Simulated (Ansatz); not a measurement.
# CH3Ni: the cost of one run

Method: the levels named in each step, in Ansatz 0.2.0.

### 1 The system as given

Bond lengths: C1–Ni2 1.958 Å, C1–H3 1.102 Å, C1–H4 1.102 Å, C1–H5 1.102 Å. Angles: Ni2–C1–H3 109.8°, Ni2–C1–H4 109.8°, Ni2–C1–H5 109.8°, H3–C1–H4 109.1°, H3–C1–H5 109.1°, H4–C1–H5 109.1°.

Coordinates:

```xyz
5

C    -1.5027    0.1047    0.3378
Ni    0.4037   -0.0281   -0.0907
H    -1.7448   -0.5664    1.1782
H    -1.7513    1.1408    0.6202
H    -2.1043   -0.1844   -0.5396
```

### 2 A rough first relaxation, PBE-D4/def2-SVP

This run stands in another session on the same molecule. It ended at:

```xyz
5

C    -1.4808    0.1024    0.3336
Ni    0.3297   -0.0221   -0.0750
H    -1.7280   -0.5734    1.1811
H    -1.7323    1.1476    0.6175
H    -2.0881   -0.1879   -0.5513
```

### 3 Relaxation, PBE0-D4/def2-TZVPP

The input, input.yaml:

```yaml
crystal:
  periodic: [false, false, false]
  atoms:
    - { symbol: C, position_ang: [-1.48076831, 0.10244718, 0.33362167] }
    - { symbol: Ni, position_ang: [0.32965593, -0.02212664, -0.07499463] }
    - { symbol: H, position_ang: [-1.72798993, -0.57339761, 1.18110329] }
    - { symbol: H, position_ang: [-1.73230763, 1.14757531, 0.61748088] }
    - { symbol: H, position_ang: [-2.08805007, -0.18785824, -0.5512912] }
magnetization:
  spin_polarized: true
  initial_magnetization: 1
basis:
  gaussian: { orbitals: def2-TZVPP }
hamiltonian:
  xc: pbe0
  dispersion: d4
relax:
  f_tol: 0.002
  max_steps: 150
```

The run is started by

```console
> ansatz run input.yaml --threads 2 --pin off --max-ram 5120MiB --backend cpu --events-out ev --progress --plain --runs-dir out
```

**Question.** How long does this run take on 2 threads of Intel Xeon at 2.50GHz (Skylake/Cascade Lake), shared host, and how much memory does it need?

About 11 min, with a peak of 0.47 GiB.
